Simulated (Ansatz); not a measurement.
**BClH₆Si₂: a ladder of functionals and wavefunction methods**

One table from this session's results is given with a row withheld; the runs are named, their logs left out.

Computed with Ansatz 0.2.0, Gaussian basis. Level: functionals in def2-TZVPP, the program's frozen cores in correlated methods.

Plan: LDA (SPW92), PBE-D4, revPBE-D4, BLYP-D4, r2SCAN-D4, B97M-V, PBE0-D4, B3LYP-D4, r2SCANh-D4, r2SCAN0-D4, HSE06-D4, BHLYP-D4, CAM-B3LYP-D4, LC-ωPBE, ωB97X-V, ωB97M-V, B2PLYP, PBE-QIDH; CCSD(T)/def2-SVP; CCSD(T)/def2-TZVPP; MP2/def2-QZVPP; extrapolation to the limit; RPA on PBE.

### Structure used throughout

An earlier PBE0-D4 in a triple-zeta def2 set relaxation fixed the geometry.

SMILES `B[SiH2][SiH2]Cl`, 10 atoms, charge 0, spin multiplicity 1.

Atoms are counted from 1 here; the program's logs count them from 0.

Bond lengths: B1–Si2 2.030 Å, B1–H5 1.195 Å, B1–H6 1.196 Å, Si2–Si3 2.324 Å, Si2–H7 1.488 Å, Si2–H8 1.489 Å, Si3–Cl4 2.142 Å, Si3–H9 1.485 Å, Si3–H10 1.485 Å. Angles: Si2–B1–H5 120.4°, Si2–B1–H6 117.0°, H5–B1–H6 118.4°, B1–Si2–Si3 87.4°, B1–Si2–H7 118.5°, B1–Si2–H8 117.9°, Si3–Si2–H7 112.5°, Si3–Si2–H8 109.8°, H7–Si2–H8 108.8°, Si2–Si3–Cl4 89.8°, Si2–Si3–H9 123.9°, Si2–Si3–H10 118.9°, Cl4–Si3–H9 105.6°, Cl4–Si3–H10 105.1°, H9–Si3–H10 108.6°.

The first run:

in.yaml

```yaml
crystal:
  periodic: [false, false, false]
  atoms:
    - {symbol: B, position_ang: [-1.262358, 0.908176, -0.146394]}
    - {symbol: Si, position_ang: [0.681987, 0.716890, -0.696163]}
    - {symbol: Si, position_ang: [0.741059, -1.226736, 0.576706]}
    - {symbol: Cl, position_ang: [-1.397951, -1.209498, 0.686031]}
    - {symbol: H, position_ang: [-2.132081, 0.834492, -0.962282]}
    - {symbol: H, position_ang: [-1.483501, 1.500975, 0.868652]}
    - {symbol: H, position_ang: [1.656672, 1.737394, -0.223922]}
    - {symbol: H, position_ang: [0.974811, 0.395704, -2.119885]}
    - {symbol: H, position_ang: [1.102441, -2.561076, 0.034174]}
    - {symbol: H, position_ang: [1.202021, -1.147421, 1.986181]}
basis:
  gaussian: {orbitals: def2-TZVPP}
hamiltonian: {xc: lda}
output: {orbitals: {seedname: orbitals}}
```

Run with:

```
$ ansatz run in.yaml --threads 2 --pin off --events-out ev --progress --plain --max-ram 4352MiB
```

Among the steps run: LDA; PBE-D4 (GGA); revPBE-D4 (GGA); BLYP-D4 (GGA); r2SCAN-D4 (meta-GGA); B97M-V (meta-GGA); B3LYP-D4 (hybrid); r2SCANh-D4 (hybrid); r2SCAN0-D4 (hybrid); HSE06-D4 (hybrid); BHLYP-D4 (hybrid); CAM-B3LYP-D4 (range-separated); LC-ωPBE (range-separated); ωB97X-V (range-separated); ωB97M-V (range-separated); B2PLYP (double hybrid); PBE-QIDH (double hybrid).

One table of the session follows, with a row left open; its other results are not shown here.

It belongs to the step «Orbital energies across the functionals». 

```
  functional  HOMO (eV)  gap (eV)
 LDA (SPW92)      -6.63      4.18
      PBE-D4      -6.54      4.33
   revPBE-D4      -6.49      4.39
     BLYP-D4      -6.41      4.40
   r2SCAN-D4      -6.77      4.87
      B97M-V      -6.89      4.87
     PBE0-D4      -7.64      6.32
    B3LYP-D4      -7.45      5.98
  r2SCANh-D4      -7.18      5.58
  r2SCAN0-D4      -7.79      6.64
    HSE06-D4      -7.24      5.55
    BHLYP-D4      -8.65      8.34
CAM-B3LYP-D4      -8.92      8.70
     LC-ωPBE     -10.22     11.09
     ωB97X-V          ?         ?
     ωB97M-V      -9.69     10.18
```

**Question.** Estimate the row for ωB97X-V.

The run gave: HOMO (eV): -9.90; gap (eV): 10.66. In the column «HOMO (eV)» it lies between LC-ωPBE (-10.22) and ωB97M-V (-9.69).
